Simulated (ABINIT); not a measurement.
# Al2Cl (Fm-3m) in ABINIT: settings compared

One crystal, Al2Cl, is run at these levels: LDA-PZ, PBEsol; tasks: single point.

All numbers are computed with ABINIT 10.8.3 (patched build); they aren't measurements. Logs are shortened: lines on timing, memory, paths and dates and some standing lists are left out, and cuts for length are marked. The log counts tension as positive stress, the text compression.

### 1 The structure

It takes space group Fm-3m (No. 225, cubic). The conventional cell has a = 6.317 Å, b = 6.317 Å, c = 6.317 Å, α = 90.00°, β = 90.00°, γ = 90.00°. Around Al (site symmetry -43m) lie 4 Cl at 2.74 Å. Cl (site symmetry m-3m) is surrounded by 8 Al at 2.74 Å.

The cell was built by a generator and needn't be a form met in nature.

### 2 Single point, LDA-PZ (cell relaxed)

File run.abi:

```
# Pseudopotentials
pp_dirpath "./"
pseudos "Al.upf, Cl.upf"

# Structure
acell 3*1.0
rprim
     0.0000000000     6.3622693318     6.3622693318
     6.3622693318     0.0000000000     6.3622693318
     6.3622693318     6.3622693318     0.0000000000
ntypat 2
znucl 13 17
natom 3
typat 1 1 2
xred
     0.2500000000     0.2500000000     0.2500000000
     0.7500000000     0.7500000000     0.7500000000
     0.0000000000     0.0000000000     0.0000000000
chkprim 0
chksymtnons 0
tolsym 1.0e-6

# Plane-wave basis
ecut 28.0

# k points
kptopt 1
ngkpt 5 5 5
nshiftk 1
shiftk 0.0 0.0 0.0

# Exchange and correlation
ixc 2

# Bands and occupations
nband 11
occopt 3
tsmear 0.05 eV

# SCF cycle
nstep 100
tolvrs 1.0e-10

# Output
iomode 3
prtwf 0
prtden 0
prteig 0
prtebands 0
enunit 2
prtvol 2
```

Potentials or basis: PseudoDojo NC SR LDA v0.4.1 standard.

The run is started by

```bash
$ abinit run.abi > log 2>&1
```

run.abo:

```text
.Version 10.8.3 of ABINIT
 Symmetries : space group Fm -3 m (#225); Bravais cF (face-center cubic)
================================================================================
 Values of the parameters that define the memory need of the present run
     intxc =       0    ionmov =       0      iscf =       7    lmnmax =       6
     lnmax =       6     mgfft =      45  mpssoang =       3    mqgrid =    3001
     natom =       3  nloc_mem =       1    nspden =       1   nspinor =       1
    nsppol =       1      nsym =      48    n1xccc =    2501    ntypat =       2
    occopt =       3   xclevel =       1
       mpw =        3657          nfft =       91125          nkpt =          10
================================================================================
================================================================================

--------------------------------------------------------------------------------
------------- Echo of variables that govern the present computation ------------
--------------------------------------------------------------------------------
 -outvars: echo values of preprocessed input variables --------
            acell      1.0000000000E+00  1.0000000000E+00  1.0000000000E+00 Bohr
              amu      2.69815390E+01  3.54527000E+01
          chkprim           0
      chksymtnons           0
             ecut      2.80000000E+01 Hartree
           enunit           2
              ixc           2
         kptrlatt        5    0    0      0    5    0      0    0    5
          kptrlen      4.49880379E+01
            natom           3
            nband          11
            ngfft          45      45      45
             nkpt          10
            nstep         100
             nsym          48
           ntypat           2
           occopt           3
           prtden           0
        prtebands           0
           prteig           0
           prtvol           2
            prtwf           0
            rprim      0.0000000000E+00  6.3622693318E+00  6.3622693318E+00
                       6.3622693318E+00  0.0000000000E+00  6.3622693318E+00
                       6.3622693318E+00  6.3622693318E+00  0.0000000000E+00
          spgroup         225
           tolsym      1.00000000E-06
           tolvrs      1.00000000E-10
           tsmear      1.83746611E-03 Hartree
            typat      1  1  2
           xangst      1.6833839689E+00  1.6833839689E+00  1.6833839689E+00
                       5.0501519066E+00  5.0501519066E+00  5.0501519066E+00
                       0.0000000000E+00  0.0000000000E+00  0.0000000000E+00
            xcart      3.1811346659E+00  3.1811346659E+00  3.1811346659E+00
                       9.5434039977E+00  9.5434039977E+00  9.5434039977E+00
                       0.0000000000E+00  0.0000000000E+00  0.0000000000E+00
             xred      2.5000000000E-01  2.5000000000E-01  2.5000000000E-01
                       7.5000000000E-01  7.5000000000E-01  7.5000000000E-01
                       0.0000000000E+00  0.0000000000E+00  0.0000000000E+00
            znucl       13.00000   17.00000

================================================================================

 chkinp: Checking input parameters for consistency.

================================================================================
== DATASET  1 ==================================================================

--- !DatasetInfo
iteration_state: {dtset: 1, }
dimensions: {natom: 3, nkpt: 10, mband: 11, nsppol: 1, nspinor: 1, nspden: 1, mpw: 3657, }
cutoff_energies: {ecut:  28.0, pawecutdg:  -1.0, }
electrons: {nelect:   1.30000000E+01, charge:   0.00000000E+00, occopt:   3.00000000E+00, tsmear:   1.83746611E-03, }
meta: {optdriver: 0, ionmov: 0, optcell: 0, iscf: 7, paral_kgb: 0, }
...

 Exchange-correlation functional for the present dataset will be:
  LDA: Perdew-Zunger-Ceperley-Alder - ixc=2
  J.P.Perdew and A.Zunger, PRB 23, 5048 (1981)

 Real(R)+Recip(G) space primitive vectors, cartesian coordinates (Bohr,Bohr^-1):
 R(1)=  0.0000000  6.3622693  6.3622693  G(1)= -0.0785883  0.0785883  0.0785883
 R(2)=  6.3622693  0.0000000  6.3622693  G(2)=  0.0785883 -0.0785883  0.0785883
 R(3)=  6.3622693  6.3622693  0.0000000  G(3)=  0.0785883  0.0785883 -0.0785883
 Unit cell volume ucvol=  5.1506987E+02 bohr^3
 Angles (23,13,12)=  6.00000000E+01  6.00000000E+01  6.00000000E+01 degrees

 getcut: wavevector=  0.0000  0.0000  0.0000  ngfft=  45  45  45
         ecut(hartree)=     28.000   => boxcut(ratio)=   2.05296

--- Pseudopotential description ------------------------------------------------
- pspini: atom type   1  psp file is ./Al.upf
12 -1012 2 -1 1854                            pspcod,pspxc,lmax,lloc,mmax
[... 130 lines left out ...]
 frms,max,avg= 0.0000000E+00 0.0000000E+00   0.000E+00  0.000E+00  0.000E+00 e/A
 length scales=  1.000000000000  1.000000000000  1.000000000000 bohr
              =  0.529177210544  0.529177210544  0.529177210544 angstroms
 Fermi (or HOMO) energy (hartree) =   0.14416   Average Vxc (hartree)=  -0.31827
 Eigenvalues (hartree) for nkpt=  10  k points:
 kpt#   1, nband= 11, wtk=  0.00800, kpt=  0.0000  0.0000  0.0000 (reduced coord)
  -0.47128   -0.07054   -0.04537   -0.04537   -0.04537    0.13139    0.15030    0.15030
   0.15030    0.30918    0.30926
      occupation numbers for kpt#   1
   2.00000    2.00000    2.00000    2.00000    2.00000    1.99809    0.06859    0.06859
   0.06859    0.00000    0.00000
 kpt#   2, nband= 11, wtk=  0.06400, kpt=  0.2000  0.0000  0.0000 (reduced coord)
  -0.46963   -0.10113   -0.04857   -0.04857   -0.01388    0.08546    0.16104    0.16104
   0.21786    0.25928    0.25928
      occupation numbers for kpt#   2
   2.00000    2.00000    2.00000    2.00000    2.00000    2.00000    0.00021    0.00021
   0.00000    0.00000    0.00000
 kpt#   3, nband= 11, wtk=  0.06400, kpt=  0.4000  0.0000  0.0000 (reduced coord)
  -0.46687   -0.12409   -0.05322   -0.05322   -0.01070    0.10254    0.16901    0.16901
   0.22671    0.26126    0.26126
      occupation numbers for kpt#   3
   2.00000    2.00000    2.00000    2.00000    2.00000    2.00000    0.00000    0.00000
[... 28 lines left out ...]
      occupation numbers for kpt#   8
   2.00000    2.00000    2.00000    2.00000    2.00000    2.00000    1.99997    0.00000
   0.00000    0.00000    0.00000
 kpt#   9, nband= 11, wtk=  0.09600, kpt= -0.4000  0.4000  0.0000 (reduced coord)
  -0.46486   -0.12056   -0.08876   -0.06571    0.04256    0.09981    0.10297    0.18767
   0.20851    0.28447    0.33236
      occupation numbers for kpt#   9
   2.00000    2.00000    2.00000    2.00000    2.00000    2.00000    2.00000    0.00000
   0.00000    0.00000    0.00000
 kpt#  10, nband= 11, wtk=  0.19200, kpt= -0.4000  0.4000  0.2000 (reduced coord)
  -0.46520   -0.11482   -0.09386   -0.06724    0.06705    0.06956    0.12804    0.16470
   0.22379    0.25527    0.34379
      occupation numbers for kpt#  10
   2.00000    2.00000    2.00000    2.00000    2.00000    2.00000    1.99969    0.00003
   0.00000    0.00000    0.00000
 Fermi (or HOMO) energy (eV) =   3.92287   Average Vxc (eV)=  -8.66060
 Eigenvalues (   eV  ) for nkpt=  10  k points:
 kpt#   1, nband= 11, wtk=  0.00800, kpt=  0.0000  0.0000  0.0000 (reduced coord)
 -12.82428   -1.91945   -1.23462   -1.23462   -1.23462    3.57520    4.08976    4.08976
   4.08976    8.41310    8.41528
 kpt#   2, nband= 11, wtk=  0.06400, kpt=  0.2000  0.0000  0.0000 (reduced coord)
 -12.77923   -2.75181   -1.32153   -1.32153   -0.37771    2.32554    4.38205    4.38205
   5.92827    7.05548    7.05548
 kpt#   3, nband= 11, wtk=  0.06400, kpt=  0.4000  0.0000  0.0000 (reduced coord)
 -12.70412   -3.37664   -1.44819   -1.44819   -0.29107    2.79030    4.59888    4.59888
   6.16910    7.10922    7.10922
 kpt#   4, nband= 11, wtk=  0.04800, kpt=  0.2000  0.2000  0.0000 (reduced coord)
 -12.76439   -2.83764   -1.47871   -1.47871    0.16205    1.83279    4.56540    4.56540
   5.31635    6.71497    9.11133
 kpt#   5, nband= 11, wtk=  0.19200, kpt=  0.4000  0.2000  0.0000 (reduced coord)
 -12.69928   -3.22514   -1.92319   -1.62037    0.77590    1.90582    4.03805    4.94646
   5.45782    7.93415    8.18032
 kpt#   6, nband= 11, wtk=  0.19200, kpt= -0.4000  0.2000  0.0000 (reduced coord)
 -12.67368   -3.24630   -2.35133   -1.56639    0.77913    2.58493    3.86637    5.12816
   5.60861    6.76825    7.92366
 kpt#   7, nband= 11, wtk=  0.09600, kpt= -0.2000  0.2000  0.0000 (reduced coord)
 -12.72401   -3.07717   -1.97239   -1.38400    0.54135    1.96050    4.17277    5.03156
   5.85559    6.75858    7.36168
 kpt#   8, nband= 11, wtk=  0.04800, kpt=  0.4000  0.4000  0.0000 (reduced coord)
 -12.66540   -3.41128   -1.81770   -1.81770    0.82576    1.77895    3.37017    5.54013
   5.54013    8.98110    9.28649
 kpt#   9, nband= 11, wtk=  0.09600, kpt= -0.4000  0.4000  0.0000 (reduced coord)
 -12.64948   -3.28063   -2.41534   -1.78805    1.15823    2.71603    2.80204    5.10689
   5.67375    7.74073    9.04397
 kpt#  10, nband= 11, wtk=  0.19200, kpt= -0.4000  0.4000  0.2000 (reduced coord)
 -12.65884   -3.12444   -2.55417   -1.82981    1.82457    1.89288    3.48401    4.48176
   6.08956    6.94630    9.35488
 Total charge density [el/Bohr^3]
)     Maximum=    2.6745E-01  at reduced coord.    0.9556    0.9556    0.9556
)Next maximum=    2.6745E-01  at reduced coord.    0.1333    0.9556    0.9556
)     Minimum=    2.5612E-03  at reduced coord.    0.2444    0.2444    0.2444
)Next minimum=    2.5612E-03  at reduced coord.    0.2667    0.2444    0.2444
   Integrated=    1.3000E+01

--- !EnergyTerms
iteration_state     : {dtset: 1, }
comment             : Components of total free energy in Hartree
kinetic             :  6.99913675987658E+00
hartree             :  4.13312363023519E+00
xc                  : -6.49929401970852E+00
Ewald energy        : -1.54883246770581E+01
psp_core            :  2.53247492302937E-01
local_psp           : -1.36545645422130E+01
non_local_psp       :  3.18191121014430E+00
internal            : -2.10747641464206E+01
'-kT*entropy'       : -6.36328364212544E-04
total_energy        : -2.10754004747848E+01
total_energy_eV     : -5.73490862608101E+02
band_energy         : -1.08742911492498E+00
...

 Cartesian components of stress tensor (hartree/bohr^3)
  sigma(1 1)=  6.01860637E-07  sigma(3 2)=  0.00000000E+00
  sigma(2 2)=  6.01860637E-07  sigma(3 1)=  0.00000000E+00
  sigma(3 3)=  6.01860637E-07  sigma(2 1)=  0.00000000E+00

-Cartesian components of stress tensor (GPa)         [Pressure= -1.7707E-02 GPa]
- sigma(1 1)=  1.77073513E-02  sigma(3 2)=  0.00000000E+00
- sigma(2 2)=  1.77073513E-02  sigma(3 1)=  0.00000000E+00
- sigma(3 3)=  1.77073513E-02  sigma(2 1)=  0.00000000E+00

== END DATASET(S) ==============================================================
================================================================================

 -outvars: echo values of variables after computation  --------
            acell      1.0000000000E+00  1.0000000000E+00  1.0000000000E+00 Bohr
           etotal     -2.1075400475E+01
            fcart     -0.0000000000E+00 -0.0000000000E+00 -0.0000000000E+00
                      -0.0000000000E+00 -0.0000000000E+00 -0.0000000000E+00
                      -0.0000000000E+00 -0.0000000000E+00 -0.0000000000E+00
            rprim      0.0000000000E+00  6.3622693318E+00  6.3622693318E+00
                       6.3622693318E+00  0.0000000000E+00  6.3622693318E+00
                       6.3622693318E+00  6.3622693318E+00  0.0000000000E+00
           strten      6.0186063682E-07  6.0186063682E-07  6.0186063682E-07
                       0.0000000000E+00  0.0000000000E+00  0.0000000000E+00
           xangst      1.6833839689E+00  1.6833839689E+00  1.6833839689E+00
                       5.0501519066E+00  5.0501519066E+00  5.0501519066E+00
                       0.0000000000E+00  0.0000000000E+00  0.0000000000E+00
             xred      2.5000000000E-01  2.5000000000E-01  2.5000000000E-01
                       7.5000000000E-01  7.5000000000E-01  7.5000000000E-01
                       0.0000000000E+00  0.0000000000E+00  0.0000000000E+00
 Calculation completed.
```

Run time: 11 s. Hardware: 1 thread of Arm Neoverse V2, shared host; peak memory 0.08 GiB.

Results:

* Free energy: -573.4909 eV
* Pressure: 0.0 GPa
* Band gap on the k mesh: none (metal or under the smearing width)
* Valence electrons inside the program's atomic spheres: Al 0.81; Cl 5.05

Caveat: an odd number of electrons without spin polarisation forces a metal; a magnetic or distorted state may lie lower.

### 3 Single point, PBEsol

File run.abi:

```
# Pseudopotentials
pp_dirpath "./"
pseudos "Al.upf, Cl.upf"

# Structure
acell 8.4414857533 8.4414857533 8.4414857533
rprim
     0.0000000000     0.7071067812     0.7071067812
     0.7071067812     0.0000000000     0.7071067812
     0.7071067812     0.7071067812     0.0000000000
ntypat 2
znucl 13 17
natom 3
typat 1 1 2
xcart
     2.9845159097     2.9845159097     2.9845159097
     8.9535477292     8.9535477292     8.9535477292
     0.0000000000     0.0000000000     0.0000000000

# Plane-wave basis
ecut 680.284656 eV

# k points
kptopt 1
ngkpt 5 5 5
nshiftk 1
shiftk 0.0 0.0 0.0

# Exchange and correlation
ixc -116133

# Bands and occupations
nband 11
occopt 3
tsmear 0.05 eV

# SCF cycle
nstep 100
tolvrs 1.0e-10

# Output
iomode 3
prtwf 0
prteig 0
prtebands 0
enunit 2
prtden 1
prtvha 1
prtvclmb 1
prtpot 1
prtelf 1
```

Potentials or basis: PseudoDojo NC SR PBEsol v0.4.1 standard.

The run is started by

```bash
$ abinit run.abi > log 2>&1
```

It took 8.4 s on 1 thread of Arm Neoverse V2, shared host; peak memory 0.1 GiB.

Results (log left out):

| Quantity | Value |
| --- | --- |
| Free energy | -569.5406 eV |
| Pressure | 7.7 GPa |
| Band gap on the k mesh | none (metal or under the smearing width) |
| Valence electrons inside the program's atomic spheres | Al 0.83; Cl 5.07 |

Levels at points of the mesh, in eV from the Fermi level:
```
           k point  band 2  band 3  band 4  band 5  band 6  band 7  band 8  band 9  band 10  band 11
(0.00, 0.00, 0.00)   -5.79   -5.74   -5.74   -5.74    0.13    0.13    0.13    1.16     4.58     4.58
```

Caveat: the cutoff is short for stress, so the pressure is rough; an odd number of electrons without spin polarisation forces a metal; a magnetic or distorted state may lie lower.
